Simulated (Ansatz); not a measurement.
# CH6FGaSi: how energies converge with the basis set

An exercise on one series of results from a longer session: the logs are not shown, and one member is left open.

Method: one geometry, several basis sets; program: Ansatz 0.2.0, Gaussian basis.

Plan: PBE0-D4/def2-SVP; ωB97M-V/def2-SVP; PBE0-D4/def2-QZVPP; ωB97M-V/def2-QZVPP; the functionals' def2-TZVPP values are taken from earlier runs.

### The relaxed structure

The geometry comes from an earlier relaxation with PBE0-D4 in a triple-zeta def2 set; it is a stationary point, not always the lowest conformer.

SMILES `F[CH]([SiH3])[GaH2]`, 10 atoms, charge 0, spin multiplicity 1.

Atoms are counted from 1 here; the program's logs count them from 0.

Bond lengths: F1–C2 1.406 Å, C2–Si3 1.890 Å, C2–Ga4 1.990 Å, C2–H5 1.100 Å, Si3–H6 1.488 Å, Si3–H7 1.488 Å, Si3–H8 1.486 Å, Ga4–H9 1.564 Å, Ga4–H10 1.569 Å. Angles: F1–C2–Si3 109.3°, F1–C2–Ga4 111.1°, F1–C2–H5 107.6°, Si3–C2–Ga4 113.4°, Si3–C2–H5 107.4°, Ga4–C2–H5 107.8°, C2–Si3–H6 110.3°, C2–Si3–H7 107.6°, C2–Si3–H8 111.2°, H6–Si3–H7 108.8°, H6–Si3–H8 108.9°, H7–Si3–H8 109.9°, C2–Ga4–H9 119.2°, C2–Ga4–H10 118.0°, H9–Ga4–H10 122.7°.

Set-up of the first run:

Contents of in.yaml:

```yaml
crystal:
  periodic: [false, false, false]
  atoms:
    - {symbol: F, position_ang: [-1.860991, -0.181360, -0.633189]}
    - {symbol: C, position_ang: [-0.462161, -0.044831, -0.623082]}
    - {symbol: Si, position_ang: [0.284485, -1.340589, 0.532079]}
    - {symbol: Ga, position_ang: [0.072962, 1.817537, -0.170989]}
    - {symbol: H, position_ang: [-0.099603, -0.262132, -1.638470]}
    - {symbol: H, position_ang: [-0.060334, -1.033043, 1.946182]}
    - {symbol: H, position_ang: [1.762903, -1.284075, 0.375288]}
    - {symbol: H, position_ang: [-0.208507, -2.702931, 0.202371]}
    - {symbol: H, position_ang: [-1.027364, 2.850354, 0.239544]}
    - {symbol: H, position_ang: [1.598610, 2.181069, -0.229723]}
basis:
  gaussian: {orbitals: def2-SVP}
hamiltonian: {xc: pbe0, dispersion: d4}
output: {orbitals: {seedname: orbitals}}
```

Among the steps run: PBE0-D4 in def2-SVP; ωB97M-V in def2-SVP; PBE0-D4 in def2-QZVPP; ωB97M-V in def2-QZVPP.

One of the session's tables, all rows but one given; the rest of the session is left out.

It belongs to the step «Density functionals: the series». 

```
functional       basis  HOMO (eV)  LUMO (eV)
   PBE0-D4    def2-SVP      -7.59      -1.76
   PBE0-D4  def2-TZVPP      -7.66      -1.79
   PBE0-D4  def2-QZVPP      -7.67      -1.82
   ωB97M-V    def2-SVP      -9.76      -0.05
   ωB97M-V  def2-TZVPP          ?          ?
   ωB97M-V  def2-QZVPP      -9.87      -0.25
```

**Question.** Estimate the row for ωB97M-V, def2-TZVPP.

The run gave: HOMO (eV): -9.85; LUMO (eV): -0.11. In the column «HOMO (eV)» it lies between ωB97M-V, def2-QZVPP (-9.87) and ωB97M-V, def2-SVP (-9.76).
